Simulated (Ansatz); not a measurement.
# CClFSe: a ladder of functionals and wavefunction methods

Aim: compute CClFSe with functionals from several rungs and with coupled cluster, and see how far each lands from CCSD(T) at the basis-set limit for the atomisation energy.

Program: Ansatz 0.2.0, Gaussian basis. Level of theory: functionals in def2-TZVPP, the program's frozen cores in correlated methods. These are calculated values, not measurements.

The runs, in order: LDA (SPW92), PBE-D4, revPBE-D4, BLYP-D4, r2SCAN-D4, B97M-V, PBE0-D4, B3LYP-D4, r2SCANh-D4, r2SCAN0-D4, HSE06-D4, BHLYP-D4, CAM-B3LYP-D4, LC-ωPBE, ωB97X-V, ωB97M-V, B2PLYP, PBE-QIDH; CCSD(T)/def2-SVP; CCSD(T)/def2-TZVPP; MP2/def2-QZVPP; extrapolation to the limit; RPA on PBE.

## (1) The relaxed structure

All runs share one geometry, relaxed beforehand with PBE0-D4 in a triple-zeta def2 set.

SMILES `FC(Cl)=[Se]`, 4 atoms, charge 0, spin multiplicity 1.

Atoms are counted from 1 here; the program's logs count them from 0.

Bond lengths: F1–C2 1.314 Å, C2–Cl3 1.704 Å, C2–Se4 1.743 Å. Angles: F1–C2–Cl3 109.6°, F1–C2–Se4 123.5°, Cl3–C2–Se4 126.9°.

As a file:

```
F    -0.23245    0.67037    1.15416
C    -0.02148    0.03259    0.02511
Cl    1.19624   -1.13847    0.24933
Se   -0.88681    0.37522   -1.44901
```

## (2) LDA

This LDA is Slater exchange with PW92 correlation.

The input, in.yaml:

```yaml
crystal:
  periodic: [false, false, false]
  atoms:
    - {symbol: F, position_ang: [-0.232445, 0.670367, 1.154163]}
    - {symbol: C, position_ang: [-0.021484, 0.032591, 0.025111]}
    - {symbol: Cl, position_ang: [1.196238, -1.138473, 0.249332]}
    - {symbol: Se, position_ang: [-0.886809, 0.375216, -1.449008]}
basis:
  gaussian: {orbitals: def2-TZVPP}
hamiltonian: {xc: lda}
output: {orbitals: {seedname: orbitals}}
```

Started as:

```bash
> ansatz run in.yaml --threads 2 --pin off --events-out ev --progress --plain --max-ram 4352MiB
```

The runs that follow: PBE-D4 (GGA); revPBE-D4 (GGA); BLYP-D4 (GGA); r2SCAN-D4 (meta-GGA); B97M-V (meta-GGA); B3LYP-D4 (hybrid); r2SCANh-D4 (hybrid); r2SCAN0-D4 (hybrid); HSE06-D4 (hybrid); BHLYP-D4 (hybrid); CAM-B3LYP-D4 (range-separated); LC-ωPBE (range-separated); ωB97X-V (range-separated); ωB97M-V (range-separated); B2PLYP (double hybrid); PBE-QIDH (double hybrid); CCSD(T) in def2-SVP; CCSD(T) in def2-TZVPP; MP2 in def2-QZVPP; RPA on PBE orbitals.

**Question.** What will the summary of the whole plan be? Wanted: atomisation energy, CCSD(T)/CBS; farthest beyond LDA; mean size of error, GGA; mean size of error, meta-GGA; mean size of error, hybrid; mean size of error, range-separated; mean size of error, double hybrid; gap, smallest and largest; T1 diagnostic.

As calculated:

| quantity | value |
| --- | --- |
| atomisation energy, CCSD(T)/CBS | 1257.1 kJ/mol |
| functionals within 12.6 kJ/mol (1.0 %) | B97M-V, r2SCANh-D4, ωB97X-V, ωB97M-V, PBE-QIDH |
| farthest beyond LDA | BHLYP-D4 (-124.2 kJ/mol) |
| mean size of error, GGA | 62.8 kJ/mol |
| mean size of error, meta-GGA | 19.7 kJ/mol |
| mean size of error, hybrid | 37.9 kJ/mol |
| mean size of error, range-separated | 13.8 kJ/mol |
| mean size of error, double hybrid | 16.2 kJ/mol |
| gap, smallest and largest | 2.37 eV (LDA (SPW92)), 9.20 eV (LC-ωPBE) |
| T1 diagnostic | 0.0146 |
| triples share of the correlation energy | 4.4 % |

What this shows: LDA overbinds by 358.3 kJ/mol (28 %). PBE-D4 misses by +111.0 kJ/mol. Double hybrids carry the basis error of their MP2 part in triple zeta, and no dispersion term here, so their miss is partly the set-up's. Taken by rung, range-separated functionals do best (13.8 kJ/mol on average) and GGA ones worst beyond LDA (62.8 kJ/mol). The gap between the best rungs is small, so their order is not settled. RPA and LDA stand outside this count. The reference freezes the cores and leaves out relativity and excitations past (T), and its outer-core shells are covered unevenly, so misses under about 12.6 kJ/mol can't be ranked. All levels share the lack of spin-orbit coupling, which lowers the free heavy atoms and so the true binding. Hartree-Fock recovers 55 % of the binding; the rest is correlation. CCSD(T) in def2-SVP is off by -115.5 kJ/mol, worse than the median functional, from the basis alone. Orbital gaps span 2.4 to 9.2 eV; exact exchange widens them. The restricted reference is unstable towards a spin-broken one. Correlated methods include outer-core shells of Se, which these sets cover unevenly.
